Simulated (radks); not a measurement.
# Ionisation of Te: one atom, several choices of functional

The task here is to estimate one member of a computed series from the others.

The numbers are computed with radks (a radial shooting solver on a logarithmic mesh, Libxc functionals) version 1 (scalar-relativistic Kohn-Sham, spin-unpolarised, spherical densities, finite nucleus), except any that are marked as measured or tabulated.

## What is computed

| Quantity | Value |
| --- | --- |
| element | tellurium (Z = 52) |
| charge | 0 |
| electrons | 52 |
| configuration | [Kr] 4d10 5s2 5p4 |
| ion | Te⁺, [Kr] 4d10 5s2 5p3 |
| choices | PBE; PW91; PBEsol; TASK exchange with Perdew-Wang LDA correlation; SCAN; XLYP; exchange-only B88; OLYP; BLYP; exchange-only PBE; RPBE |

The outer shells:

Te
```
[Kr] core
4d [↑↓][↑↓][↑↓][↑↓][↑↓]
5s [↑↓]
5p [↑↓][↑ ][↑ ]
```

Te⁺
```
[Kr] core
4d [↑↓][↑↓][↑↓][↑↓][↑↓]
5s [↑↓]
5p [↑ ][↑ ][↑ ]
```

The first run:

Settings of this run:

```text
Z 52
configuration [Kr] 4d10 5s2 5p4
relativity scalar-relativistic
functional pbe,pbe
spin unpolarised
nucleus finite rms 4.7423 fm
c 137.035999084
```

Among the steps run: PBE: Te.

One table of the session follows, with a row left open; its other results are not shown here.

It belongs to the step «PBE: Te». Sizes of the orbitals, from the radial functions (bohr):

```
level     <r>  outermost maximum (interpolated)  90 % within  nodes
   3s  0.3221                             0.293        0.473      2
   3p  0.3202                             0.286        0.481      1
   3d  0.2968                             0.238        0.467      0
   4s  0.7647                             0.701         1.10      3
   4p  0.8211                             0.738         1.20      2
   4d  0.9718                             0.811         1.49      1
   5s   2.086                              1.79         3.07      4
   5p       ?                                 ?            ?      ?
```

**Question.** Estimate the row for 5p.

**Answer.** <r>: 2.672; outermost maximum (interpolated): 2.17; 90 % within: 4.06; nodes: 3. In the column «<r>» it is the highest.

To keep in mind: Spin polarisation and multiplet splitting are left out, so open shells lie too high by an amount that depends on their filling.
